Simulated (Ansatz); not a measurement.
# Be2Cu11Ni3: the cost of one run

Method: DFT PBE, scalar-relativistic, plane waves, PAW, in Ansatz 0.2.0.

## Step 1: The system as given

The cell holds 16 atoms (Be2Cu11Ni3): a = 5.616 Å, b = 5.635 Å, c = 5.823 Å, α = 90.51°, β = 90.83°, γ = 92.29°.

It is the last frame of an earlier stage of the same melt, run at 840 K.

Coordinates:

```cif
data_structure
_symmetry_space_group_name_H-M 'P 1'
_symmetry_Int_Tables_number 1
_cell_length_a 5.6165
_cell_length_b 5.6353
_cell_length_c 5.8226
_cell_angle_alpha 90.512
_cell_angle_beta 90.833
_cell_angle_gamma 92.291
_cell_volume 184.11
loop_
_atom_site_label
_atom_site_type_symbol
_atom_site_fract_x
_atom_site_fract_y
_atom_site_fract_z
_atom_site_occupancy
Cu1 Cu 0.83788 0.11089 0.75720 1
Cu2 Cu 0.10459 0.86676 0.94132 1
Cu3 Cu 0.36182 0.01575 0.27239 1
Cu4 Cu 0.56465 0.27256 0.01308 1
Cu5 Cu 0.39305 0.03006 0.72240 1
Cu6 Cu 0.90243 0.48701 0.15865 1
Cu7 Cu 0.62347 0.77396 0.97846 1
Cu8 Cu 0.60384 0.34348 0.47135 1
Cu9 Cu 0.68692 0.78072 0.44529 1
Cu10 Cu 0.33355 0.55429 0.24782 1
Cu11 Cu 0.10847 0.29969 0.50953 1
Ni1 Ni 0.34873 0.53012 0.77829 1
Ni2 Ni 0.88343 0.04209 0.21912 1
Ni3 Ni 0.09683 0.76664 0.50686 1
Be1 Be 0.86826 0.54602 0.74034 1
Be2 Be 0.14920 0.31313 0.94783 1
```

## Step 2: Stage at 300 K

One k point, a Fermi-Dirac width of 0.050 eV and a fixed cell.

input.yaml

```yaml
crystal:
  lattice:
    - [5.615181, -0.112583, -0.041801]
    - [-0.112583, 5.634136, -0.026009]
    - [-0.041801, -0.026009, 5.822343]
  atoms:
    - { symbol: Cu, position: [0.837877831, 0.110890092, 0.757200984] }
    - { symbol: Cu, position: [0.1045902721, 0.8667610372, 0.9413152969] }
    - { symbol: Cu, position: [0.3618161205, 0.015754503, 0.2723873627] }
    - { symbol: Cu, position: [0.5646537161, 0.2725637102, 0.0130761229] }
    - { symbol: Cu, position: [0.3930523679, 0.0300576493, 0.7223981564] }
    - { symbol: Cu, position: [0.9024319938, 0.4870069492, 0.1586516286] }
    - { symbol: Cu, position: [0.6234693966, 0.7739550196, 0.9784565103] }
    - { symbol: Cu, position: [0.6038373111, 0.3434785576, 0.4713484926] }
    - { symbol: Cu, position: [0.6869199016, 0.7807200926, 0.445287181] }
    - { symbol: Cu, position: [0.3335522033, 0.55428511, 0.2478150259] }
    - { symbol: Cu, position: [0.1084665527, 0.2996885246, 0.5095263354] }
    - { symbol: Ni, position: [0.3487304347, 0.5301160787, 0.7782912497] }
    - { symbol: Ni, position: [0.8834278483, 0.0420869187, 0.2191158555] }
    - { symbol: Ni, position: [0.0968281091, 0.7666395141, 0.5068617431] }
    - { symbol: Be, position: [0.8682642684, 0.5460155513, 0.7403383448] }
    - { symbol: Be, position: [0.1491957372, 0.3131292911, 0.9478329583] }
  symmetry: { detect: false }
basis:
  ecutwfc: 420
  xc_grid: 1
kpoints:
  mp_grid: { grid: [1, 1, 1], shift: [0.25, 0.25, 0.25] }
hamiltonian:
  xc: pbe
scf:
  occupations: { method: fermi_dirac, width: 0.05 }
  lower_state_search: "off"
  convergence: { dr2_threshold: 1.0e-05 }
output:
  forces: true
  stress: true
md:
  timestep: 1.5
  n_steps: 166
  ensemble: nvt_langevin
  friction: 0.03
  temperature: 300.0
  initial_velocities: maxwell_boltzmann
  seed: 79327
```

The run is started by

```sh
$ ansatz run input.yaml --threads 2 --pin off --max-ram 5120MiB --backend cpu --events-out ev --progress --plain --runs-dir out
```

Q: Estimate wall time and peak memory on 2 threads of Arm Neoverse V2, shared host.

About 4.2 min, with a peak of 0.48 GiB.
